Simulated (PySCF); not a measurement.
# C3H7NOSi: the cost of one run

The runs use PySCF 2.14.0, with density-fitted response routines of our own; the level of theory stands in each step. All values are computed, except where a source is named. Atoms are numbered from 0 throughout.

## (1) Starting geometry

13 atoms, charge 0, multiplicity 1; geometry from: GFN2-xTB. The atoms were then displaced at random by about 0.01 Å, so the start is not that level's minimum.

Bonds of the start (Å): C0–N1 1.25, N1–C2 1.39, C2–C3 1.30, C2–O4 1.36, O4–Si5 1.64, C0–H6 1.10, C0–H7 1.06, C3–H8 1.05, C3–H9 1.11, Si5–H10 1.44, Si5–H11 1.47, Si5–H12 1.45.

## (2) Relaxing the molecule at PBE0-D3(BJ)/def2-SVP

The job: settings as JSON, then the geometry in Å.

```
{"job": {"xc": "PBE0", "basis": "def2-SVP", "d3": "d3bj", "grid": 1, "shake": 0.01, "kind": "geom"}, "charge": 0, "multiplicity": 1}
C     -1.620940    -1.060920     0.772460
N     -0.590370    -0.364040     0.707820
C     -0.299920     0.500570    -0.342540
C     -1.124900     1.324210    -0.920160
O      1.019920     0.523770    -0.658760
Si     2.218450    -0.257340     0.135700
H     -2.396730    -1.059950    -0.010560
H     -1.790420    -1.638250     1.640810
H     -0.835860     2.046430    -1.625550
H     -2.198580     1.310240    -0.631570
H      3.324000     0.191070    -0.677520
H      2.026470    -1.709390     0.078120
H      2.274710     0.176710     1.521420
```

Command:

```sh
$ OMP_NUM_THREADS=1 python probes_run.py task.json out
```

The driver reads the jobs from task.json and runs them one after another.

Q: Estimate the wall time and peak memory of this first job on 1 thread of Arm Neoverse V2, shared host.

About 43 s, with a peak of 0.52 GiB.
